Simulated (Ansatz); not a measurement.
Pb in Ansatz: the effect of functional

Pb, a slab with vacuum:

```xyz
4
Lattice="3.4928 0.0000 0.0000 -1.7464 3.0249 0.0000 0.0000 0.0000 23.5556" Properties=species:S:1:pos:R:3 pbc="T T T"
Pb    1.7464    1.0083    7.5000
Pb    0.0000    2.0166   10.3519
Pb    0.0000    0.0000   13.2038
Pb    1.7464    1.0083   16.0556
```

Alike in all runs:

```yaml
Program: Ansatz 0.2.0
Task: single point
Potentials_or_basis: all-electron LAPW, scalar-relativistic
Cutoff: 143 eV (chosen from the basis error)
Basis_error_allowed: 0.002 eV/atom
k_mesh: 9 × 9 × 1
Occupations: fermi-dirac, width 0.05 eV
Spin: no spin polarisation
```

Question: One run gave: largest force 0.31 eV/Å; work function 3.73 eV. Which functional did it use?
A. PBEsol
B. LDA
C. PBE

Answer: C.

```csv
functional,largest force (eV/Å),work function (eV)
PBE,0.31,3.73
LDA,0.35,4.05
PBEsol,0.30,3.83
```
